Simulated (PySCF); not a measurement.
The system is OAlS2H3, in a box.

```
O Al S H
1.0
    14.00000    0.00000    0.00000
     0.00000   10.00000    0.00000
     0.00000    0.00000   13.00000
O Al S H
1 1 2 3
Direct
  0.38056 0.52167 0.53990
  0.49814 0.50627 0.51495
  0.59132 0.50503 0.64863
  0.54829 0.48914 0.35660
  0.33106 0.52382 0.48939
  0.67080 0.49173 0.59160
  0.64067 0.48038 0.38368
```

Base run:

| Item | Value |
| --- | --- |
| Program | PySCF 2.14.0 |
| Functional | M06-2X |
| Potentials or basis | cc-pvdz (all-electron) |
| k mesh | 1 × 1 × 1 |
| Occupations | fixed |
| Spin | no spin polarisation |

Its results: gap between the frontier levels 9.13 eV.

Task: The run is repeated on the same cell with these changes: functional from M06-2X to HCTH407. What comes out?

Result: Gap between the frontier levels 5.22 eV.

Caveats: this is a molecule in a periodic box at the Γ point, so its band gap is the HOMO-LUMO gap; the basis of atomic orbitals isn't converged, which shifts pressures, moduli and gaps.

A k mesh can miss the band edges.

Not every run made on this cell is shown here.
